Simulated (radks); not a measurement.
# Valence configurations of Ar²⁺

An exercise on one series of results from a longer session: the logs are not shown, and one member is left open.

Program: radks (a radial shooting solver on a logarithmic mesh, Libxc functionals) version 1. Level of theory: non-relativistic Kohn-Sham, r2SCAN, spin-polarised, spherical densities, point nucleus; open shells are filled with parallel spins first. These are calculated values, not measurements, unless marked.

## The system

* element: argon (Z = 18)
* charge: +2
* electrons: 16
* configuration: [Ne] 3s2 3p4
* others tried: 3s1 3p5; 3s1.5 3p4.5; 3s0.5 3p5.5; 3p6

The outer shells:

Ar²⁺
```
[Ne] core
3s [↑↓]
3p [↑↓][↑ ][↑ ]
```

Set-up of the first run:

The run's settings:

```text
Z 18
configuration [Ne] 3s2 3p4
relativity non-relativistic
functional r2scan,r2scan
spin polarised
nucleus point
```

Launch:

```
$ python run_ks.py task.json out
```

This one command runs every case of the session in turn.

Steps of the session up to this table: [Ne] 3s2 3p4.

One table of the session follows, with a row left open; its other results are not shown here.

It belongs to the step «[Ne] 3s2 3p4». Radial moments (bohr):

| level | <r> | outermost maximum (interpolated) | 90 % within | nodes |
| --- | --- | --- | --- | --- |
| 2s up | 0.4144 | 0.340 | 0.646 | 1 |
| 2s down | 0.4144 | 0.340 | 0.646 | 1 |
| 2p up | ? | ? | ? | ? |
| 2p down | 0.3764 | 0.282 | 0.622 | 0 |
| 3s up | 1.334 | 1.15 | 1.99 | 2 |
| 3s down | 1.348 | 1.16 | 2.02 | 2 |
| 3p up | 1.457 | 1.23 | 2.22 | 1 |
| 3p down | 1.483 | 1.24 | 2.27 | 1 |

Q: Estimate the row for 2p up from the others.

**Answer.** <r>: 0.3763; outermost maximum (interpolated): 0.281; 90 % within: 0.622; nodes: 0. In the column «<r>» it is the lowest.
